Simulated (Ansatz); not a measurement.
**CH₇GeIn: up Jacob's ladder to CCSD(T)**

An exercise on one series of results from a longer session: the logs are not shown, and one member is left open.

The runs use Ansatz 0.2.0, Gaussian basis; functionals in def2-TZVPP, the program's frozen cores in correlated methods.

Plan: LDA (SPW92), PBE-D4, revPBE-D4, BLYP-D4, r2SCAN-D4, B97M-V, PBE0-D4, B3LYP-D4, r2SCANh-D4, r2SCAN0-D4, HSE06-D4, BHLYP-D4, CAM-B3LYP-D4, LC-ωPBE, ωB97X-V, ωB97M-V, B2PLYP, PBE-QIDH; CCSD(T)/def2-SVP; CCSD(T)/def2-TZVPP; MP2/def2-QZVPP; extrapolation to the limit; RPA on PBE.

### The geometry

An earlier PBE0-D4 in a triple-zeta def2 set relaxation fixed the geometry. In takes the def2 core potential; no spin-orbit term is included.

10 atoms, charge 0, spin multiplicity 1.

Atoms are counted from 1 here; the program's logs count them from 0.

Bond lengths: C1–In2 2.247 Å, C1–H4 1.096 Å, C1–H5 1.096 Å, C1–H6 1.096 Å, Ge3–H7 1.547 Å, Ge3–H8 1.532 Å, Ge3–H9 1.532 Å, Ge3–H10 1.535 Å. Angles: In2–C1–H4 112.1°, In2–C1–H5 109.4°, In2–C1–H6 112.2°, H4–C1–H5 107.5°, H4–C1–H6 107.8°, H5–C1–H6 107.5°, H7–Ge3–H8 108.8°, H7–Ge3–H9 109.1°, H7–Ge3–H10 108.1°, H8–Ge3–H9 110.5°, H8–Ge3–H10 110.1°, H9–Ge3–H10 110.2°.

The first run:

in.yaml

```yaml
crystal:
  periodic: [false, false, false]
  atoms:
    - {symbol: C, position_ang: [-1.270572, 1.335354, 0.193022]}
    - {symbol: In, position_ang: [0.288860, 1.764010, 1.752549]}
    - {symbol: Ge, position_ang: [1.137473, -1.399814, -0.353612]}
    - {symbol: H, position_ang: [-0.863106, 1.385321, -0.822820]}
    - {symbol: H, position_ang: [-2.071530, 2.079961, 0.263817]}
    - {symbol: H, position_ang: [-1.727321, 0.347869, 0.323452]}
    - {symbol: H, position_ang: [1.550968, -0.387737, 0.741338]}
    - {symbol: H, position_ang: [-0.170766, -2.077488, 0.067223]}
    - {symbol: H, position_ang: [0.954220, -0.654904, -1.679459]}
    - {symbol: H, position_ang: [2.254773, -2.443870, -0.482610]}
basis:
  gaussian: {orbitals: def2-TZVPP}
hamiltonian: {xc: lda}
output: {orbitals: {seedname: orbitals}}
```

Run with:

```console
> ansatz run in.yaml --threads 4 --pin off --events-out ev --progress --plain --max-ram 10444MiB
```

Steps of the session up to this table: LDA; PBE-D4 (GGA); revPBE-D4 (GGA); BLYP-D4 (GGA); r2SCAN-D4 (meta-GGA); B97M-V (meta-GGA); PBE0-D4 (hybrid); B3LYP-D4 (hybrid); r2SCANh-D4 (hybrid); r2SCAN0-D4 (hybrid); HSE06-D4 (hybrid); BHLYP-D4 (hybrid); CAM-B3LYP-D4 (range-separated); LC-ωPBE (range-separated); ωB97X-V (range-separated); ωB97M-V (range-separated); B2PLYP (double hybrid); PBE-QIDH (double hybrid).

One of the session's tables, all rows but one given; the rest of the session is left out.

It belongs to the step «Orbital energies across the functionals». 

| functional | HOMO (eV) | LUMO (eV) | gap (eV) |
| --- | --- | --- | --- |
| LDA (SPW92) | -4.62 | -2.33 | 2.29 |
| PBE-D4 | -4.42 | -2.09 | 2.33 |
| revPBE-D4 | -4.35 | -1.99 | 2.36 |
| BLYP-D4 | -4.30 | -2.06 | 2.24 |
| r2SCAN-D4 | -4.62 | -1.91 | 2.71 |
| B97M-V | -4.53 | -2.12 | 2.41 |
| PBE0-D4 | -5.34 | -1.43 | 3.91 |
| B3LYP-D4 | -5.19 | -1.68 | 3.51 |
| r2SCANh-D4 | -4.97 | -1.67 | 3.30 |
| r2SCAN0-D4 | -5.49 | -1.33 | 4.16 |
| HSE06-D4 | -4.95 | -1.78 | 3.17 |
| BHLYP-D4 | ? | ? | ? |
| CAM-B3LYP-D4 | -6.53 | -0.65 | 5.88 |
| LC-ωPBE | -7.68 | 0.36 | 8.04 |
| ωB97X-V | -7.40 | 0.25 | 7.65 |
| ωB97M-V | -7.35 | -0.01 | 7.34 |

Q: Estimate the row for BHLYP-D4 from the others.

Worked estimate for «HOMO (eV)». Against the share of exact exchange, BLYP-D4 (0, -4.30), B3LYP-D4 (0.2, -5.19) give a slope of -4.45 per unit share; at 0.5 the line stands at -6.52.

The run gave: HOMO (eV): -6.14; LUMO (eV): -0.82; gap (eV): 5.32. In «HOMO (eV)» the line misses by -0.38.
